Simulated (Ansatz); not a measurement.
**BH3S2 (SMILES SBS) at B3LYP/aug-cc-pVDZ**

What is the electronic atomisation energy of BH3S2 at B3LYP/aug-cc-pVDZ? 

Program for the calculation: Ansatz 0.2.0.

37 further runs of the same task are left out: 2 that didn't finish, 35 set aside as unsound or not needed. Runs told in other sessions of the task aren't counted.

## Step 1: The molecule

BH3S2 has 6 atoms, charge 0, and is taken as a singlet. SMILES: `SBS`. The coordinates come from a PBE0-D4/def2-TZVP relaxation. This is one conformer, not always the lowest.

Bond lengths: S1–B2 1.783 Å, B2–S3 1.787 Å, S1–H4 1.346 Å, B2–H5 1.190 Å, S3–H6 1.342 Å. Angles: S1–B2–S3 122.5°, S1–B2–H5 116.2°, S3–B2–H5 121.4°, B2–S1–H4 98.9°, B2–S3–H6 97.3°.

## Step 2: The energy at B3LYP/aug-cc-pVDZ

in.yaml reads:

```yaml
crystal:
  periodic: [false, false, false]
  atoms:
    - {symbol: S, position_ang: [-0.819900, -0.605200, -1.516500]}
    - {symbol: B, position_ang: [0.091400, -0.453600, 0.008900]}
    - {symbol: S, position_ang: [0.333100, 1.114800, 0.829800]}
    - {symbol: H, position_ang: [-1.145600, 0.688100, -1.694600]}
    - {symbol: H, position_ang: [0.535500, -1.462200, 0.457500]}
    - {symbol: H, position_ang: [1.047600, 0.654100, 1.868800]}
basis:
  gaussian:
    orbitals: aug-cc-pVDZ
hamiltonian:
  xc: {name: B3LYP}
accuracy: high
output: {orbitals: {seedname: orbitals}}
```

Started as:

```sh
$ ansatz run in.yaml --threads 1 --pin off --max-ram 2610MiB --events-out events.jsonl --progress --plain --runs-dir runs
```

What it wrote:

```text
Warning: RAYON_NUM_THREADS=1 ignored (pool sized by the plan → 1); use --threads N
Functional definition: B3LYP
  name "B3LYP"
  parameter a0 = 0.2
  parameter ax = 0.72
  parameter ac = 0.81
  exchange = (1 - a0 - ax)*slater_x + ax*b88_x + a0*exact_x
  correlation = (1 - ac)*vwn_rpa_c + ac*lyp_c
2086 factors; integrals over basis functions are off by at most 3.4e-9 eV
mean field evaluation 1: about -22396.4054 eV, gradient 2.6e1 eV
mean field evaluation 2: about -22395.3913 eV, gradient 3.1e1 eV
mean field evaluation 4: about -22398.6634 eV, gradient 1.0e0 eV
mean field evaluation 8: about -22398.7389 eV, gradient 5.6e-2 eV
mean field evaluation 16: about -22398.7389 eV, gradient 2.9e-6 eV
mean field -22398.73890247 eV, -823.1384722554 hartree, gradient 3.4e-8 eV, S^2 0.000000; 0 other end points of the search recorded, 0 dependent functions left out
reference -22398.73894436 eV, -823.1384737947 hartree; 20, 20 occupied and 84, 84 virtual orbitals, 2086 factors
Total energy: -22398.73894436 eV, -823.1384737947 hartree
```

Run time: 15 s. Hardware: 1 thread of Arm Neoverse N1, shared host; peak memory 0.34 GiB.

## Step 3: The B atom at the same level

in.yaml reads:

```yaml
basis:
  gaussian:
    orbitals: aug-cc-pVDZ
crystal:
  periodic: [false, false, false]
  atoms:
    - {symbol: B, position_ang: [0.000000, 0.000000, 0.000000]}
accuracy: high
magnetization:
  spin_polarized: true
  initial_magnetization: 1
hamiltonian:
  xc: {name: B3LYP}
```

Started as:

```sh
$ ansatz run in.yaml --threads 1 --pin off --max-ram 2610MiB --events-out events.jsonl --progress --plain --runs-dir runs
```

What it wrote:

```text
Warning: RAYON_NUM_THREADS=1 ignored (pool sized by the plan → 1); use --threads N
[... 7 set-up lines as earlier in the session ...]
189 factors; integrals over basis functions are off by at most 2.3e-9 eV
mean field evaluation 1: about -670.9879 eV, gradient 2.9e0 eV
mean field evaluation 2: about -671.0695 eV, gradient 7.2e-1 eV
mean field evaluation 4: about -671.0755 eV, gradient 1.6e-1 eV
mean field evaluation 8: about -671.0758 eV, gradient 2.1e-5 eV
mean field -671.07582558 eV, -24.6615817186 hartree, gradient 2.2e-8 eV, S^2 0.753376; 0 other end points of the search recorded, 0 dependent functions left out
reference -671.07585396 eV, -24.6615827615 hartree; 3, 2 occupied and 20, 21 virtual orbitals, 189 factors
Total energy: -671.07585396 eV, -24.6615827615 hartree
```

Run time: 0.76 s. Hardware: 1 thread of Arm Neoverse N1, shared host.

## Step 4: The H atom, same level

run.yaml reads:

```yaml
crystal:
  periodic: [false, false, false]
  atoms:
    - {symbol: H, position_ang: [0.000000, 0.000000, 0.000000]}
basis:
  gaussian:
    orbitals: aug-cc-pVDZ
magnetization:
  spin_polarized: true
  initial_magnetization: 1
hamiltonian:
  xc: {name: B3LYP}
accuracy: high
```

Run the same way, it converges to -0.50166 Eh (log not shown).

## Step 5: The S atom at the same level

run.yaml reads:

```yaml
crystal:
  periodic: [false, false, false]
  atoms:
    - {symbol: S, position_ang: [0.000000, 0.000000, 0.000000]}
basis:
  gaussian: {orbitals: aug-cc-pVDZ}
magnetization: {spin_polarized: true, initial_magnetization: 2}
hamiltonian: {xc: {name: B3LYP}}
accuracy: high
```

Run the same way, it converges to -398.12799 Eh (log not shown).

## Step 6: Outcome

Level: B3LYP/aug-cc-pVDZ.

| quantity | value |
| --- | --- |
| molecule: total energy | -823.13847 Eh |
| molecule: HOMO energy | -7.36 eV |
| molecule: LUMO energy | -1.14 eV |
| molecule: HOMO–LUMO gap | 6.22 eV |
| B atom: total energy | -24.66158 Eh |
| B atom: ⟨S²⟩ | 0.753 |
| H atom: total energy | -0.50166 Eh |
| H atom: ⟨S²⟩ | 0.750 |
| S atom: total energy | -398.12799 Eh |
| S atom: ⟨S²⟩ | 2.003 |
| electronic atomisation energy | 19.482 eV |

In words: Taking the molecule apart into free atoms costs 19.48 eV (1880 kJ/mol), before zero-point energy and without spin-orbit coupling.
